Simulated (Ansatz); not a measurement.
# C₂H₈AlNO: up Jacob's ladder to CCSD(T)

An exercise on one series of results from a longer session: the logs are not shown, and one member is left open.

The runs use Ansatz 0.2.0, Gaussian basis; functionals in def2-TZVPP, the program's frozen cores in correlated methods.

Plan: LDA (SPW92), PBE-D4, revPBE-D4, BLYP-D4, r2SCAN-D4, B97M-V, PBE0-D4, B3LYP-D4, r2SCANh-D4, r2SCAN0-D4, HSE06-D4, BHLYP-D4, CAM-B3LYP-D4, LC-ωPBE, ωB97X-V, ωB97M-V, B2PLYP, PBE-QIDH; CCSD(T)/def2-SVP; CCSD(T)/def2-TZVPP; MP2/def2-QZVPP; extrapolation to the limit; RPA on PBE.

## Structure used throughout

An earlier PBE0-D4 in a triple-zeta def2 set relaxation fixed the geometry.

SMILES `C[N](C)[AlH][OH]`, 13 atoms, charge 0, spin multiplicity 1.

Atoms are counted from 1 here; the program's logs count them from 0.

Bond lengths: C1–N2 1.443 Å, C1–H6 1.100 Å, C1–H7 1.093 Å, C1–H8 1.100 Å, N2–C3 1.440 Å, N2–Al4 1.773 Å, C3–H9 1.100 Å, C3–H10 1.093 Å, C3–H11 1.100 Å, Al4–O5 1.695 Å, Al4–H12 1.573 Å, O5–H13 0.954 Å. Angles: N2–C1–H6 111.7°, N2–C1–H7 110.8°, N2–C1–H8 111.7°, H6–C1–H7 107.6°, H6–C1–H8 107.2°, H7–C1–H8 107.6°, C1–N2–C3 112.4°, C1–N2–Al4 122.2°, C3–N2–Al4 125.5°, N2–C3–H9 111.7°, N2–C3–H10 111.1°, N2–C3–H11 111.8°, H9–C3–H10 107.5°, H9–C3–H11 107.1°, H10–C3–H11 107.5°, N2–Al4–O5 122.2°, N2–Al4–H12 119.4°, O5–Al4–H12 118.4° and more.

The first run:

in.yaml reads:

```yaml
crystal:
  periodic: [false, false, false]
  atoms:
    - {symbol: C, position_ang: [0.131520, 0.369117, -1.598667]}
    - {symbol: N, position_ang: [0.009630, 0.051900, -0.196473]}
    - {symbol: C, position_ang: [-0.999308, 0.843588, 0.459039]}
    - {symbol: Al, position_ang: [1.014547, -1.183360, 0.582543]}
    - {symbol: O, position_ang: [0.869079, -1.559024, 2.229456]}
    - {symbol: H, position_ang: [0.403773, 1.423124, -1.754891]}
    - {symbol: H, position_ang: [0.903393, -0.245786, -2.069343]}
    - {symbol: H, position_ang: [-0.810185, 0.193090, -2.138744]}
    - {symbol: H, position_ang: [-0.778997, 1.919244, 0.394485]}
    - {symbol: H, position_ang: [-1.072776, 0.586654, 1.518976]}
    - {symbol: H, position_ang: [-1.992499, 0.689782, 0.012211]}
    - {symbol: H, position_ang: [2.079584, -1.964721, -0.271537]}
    - {symbol: H, position_ang: [0.262739, -1.158310, 2.847744]}
basis:
  gaussian: {orbitals: def2-TZVPP}
hamiltonian: {xc: lda}
output: {orbitals: {seedname: orbitals}}
```

Launch:

```sh
$ ansatz run in.yaml --threads 4 --pin off --events-out ev --progress --plain --max-ram 10444MiB
```

Steps of the session up to this table: LDA; PBE-D4 (GGA); revPBE-D4 (GGA); BLYP-D4 (GGA); r2SCAN-D4 (meta-GGA); B97M-V (meta-GGA); PBE0-D4 (hybrid); B3LYP-D4 (hybrid); r2SCANh-D4 (hybrid); r2SCAN0-D4 (hybrid); HSE06-D4 (hybrid); BHLYP-D4 (hybrid); CAM-B3LYP-D4 (range-separated); LC-ωPBE (range-separated); ωB97X-V (range-separated); ωB97M-V (range-separated); B2PLYP (double hybrid); PBE-QIDH (double hybrid).

One of the session's tables, all rows but one given; the rest of the session is left out.

It belongs to the step «Frontier levels by functional». 

| functional | HOMO (eV) | gap (eV) |
| --- | --- | --- |
| LDA (SPW92) | -5.26 | 4.37 |
| PBE-D4 | -5.13 | 4.45 |
| revPBE-D4 | -5.08 | 4.49 |
| BLYP-D4 | -5.03 | 4.44 |
| r2SCAN-D4 | -5.35 | 5.04 |
| B97M-V | -5.48 | 4.91 |
| PBE0-D4 | -6.39 | 6.46 |
| B3LYP-D4 | -6.19 | 6.04 |
| r2SCANh-D4 | -5.83 | 5.76 |
| r2SCAN0-D4 | ? | ? |
| HSE06-D4 | -5.99 | 5.70 |
| BHLYP-D4 | -7.61 | 8.39 |
| CAM-B3LYP-D4 | -7.77 | 8.72 |
| LC-ωPBE | -9.11 | 11.16 |
| ωB97X-V | -8.77 | 10.68 |
| ωB97M-V | -8.69 | 10.28 |

Q: Estimate the row for r2SCAN0-D4 from the others.

Worked estimate for «HOMO (eV)». Against the share of exact exchange, r2SCAN-D4 (0, -5.35), r2SCANh-D4 (0.1, -5.83) give a slope of -4.80 per unit share; at 0.25 the line stands at -6.55.

As computed: HOMO (eV): -6.56; gap (eV): 6.85. In «HOMO (eV)» the line misses by +0.01.
